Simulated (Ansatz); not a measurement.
The system is BaWO4.

```
CELL_PARAMETERS angstrom
4.06150 -6.36598 0.00000
4.06150 6.36598 0.00000
-4.00805 0.00000 4.06437
ATOMIC_POSITIONS crystal
W 0.62104 0.37896 0.75000
W 0.37896 0.62104 0.25000
Ba 0.12630 0.87370 0.75000
Ba 0.87370 0.12630 0.25000
O 0.31722 0.23105 0.38367
O 0.76895 0.68278 0.11633
O 0.68278 0.76895 0.61633
O 0.23105 0.31722 0.88367
O 0.16453 0.56758 0.34195
O 0.43242 0.83547 0.15805
O 0.83547 0.43242 0.65805
O 0.56758 0.16453 0.84195
```

The cell is a database's computed one.

* Program: Ansatz 0.2.0
* Task: single point
* Functional: PBEsol
* Potentials or basis: Ansatz PAW
* Cutoff: 420 eV (not typed: the program's choice for these potentials)
* k mesh: 5 × 5 × 7
* Occupations: fermi-dirac, width 0.05 eV
* Spin: no spin polarisation

On this cell: pressure -8.1 GPa; largest force 1.322 eV/Å; band gap on the k mesh 4.33 eV, indirect (least direct gap 4.34 eV).

The same run follows on a disturbed copy (atoms moved at random, drawn with an rms of 0.05 Å):

```
CELL_PARAMETERS angstrom
4.06150 -6.36598 0.00000
4.06150 6.36598 0.00000
-4.00805 0.00000 4.06437
ATOMIC_POSITIONS crystal
W 0.62452 0.38266 0.74595
W 0.37445 0.61412 0.25372
Ba 0.13099 0.87418 0.75346
Ba 0.86324 0.11892 0.24118
O 0.31326 0.23033 0.38821
O 0.77362 0.68007 0.12310
O 0.68102 0.76155 0.60944
O 0.23681 0.33054 0.90178
O 0.16025 0.56565 0.33383
O 0.43034 0.83078 0.16220
O 0.83607 0.43256 0.66419
O 0.57341 0.17039 0.84520
```

Task: What does the disturbed cell give?

Result: The energy moves by +8.8 meV/atom; pressure -4.4 GPa; largest force 3.420 eV/Å; band gap on the k mesh 4.41 eV, indirect (least direct gap 4.45 eV).

Forces in eV/Å, atoms in the order of the input:
```
W   -2.580  0.635  1.200
W    2.651  1.498  1.555
Ba   0.008  0.094 -0.049
Ba  -0.006 -0.165  0.015
O    0.412 -0.586  0.750
O    0.214 -0.457 -1.193
O   -0.278  0.192 -0.114
O   -0.766 -1.265 -1.826
O   -0.687  0.173  0.394
O   -0.818 -0.563  0.105
O    0.695 -0.339 -0.460
O    1.154  0.783 -0.377
```

Stress tensor (GPa, compression positive):
```
-5.02 -2.22  0.12
-2.22 -4.15  2.39
 0.12  2.39 -4.07
```

Caveats: odd divisions of the mesh miss points on the zone boundary, where band edges often lie, so the gap on the mesh can be too wide; spin-orbit coupling is left out, which moves the levels of the heavy elements; the PAW data sets come from PBE, with cores solved anew for the run's functional, which leaves a small shift of forces and pressure; forces of over 1 eV/Å show positions far from the minimum, so gaps and moduli don't describe the material at rest (some runs).

A k mesh can miss the band edges.
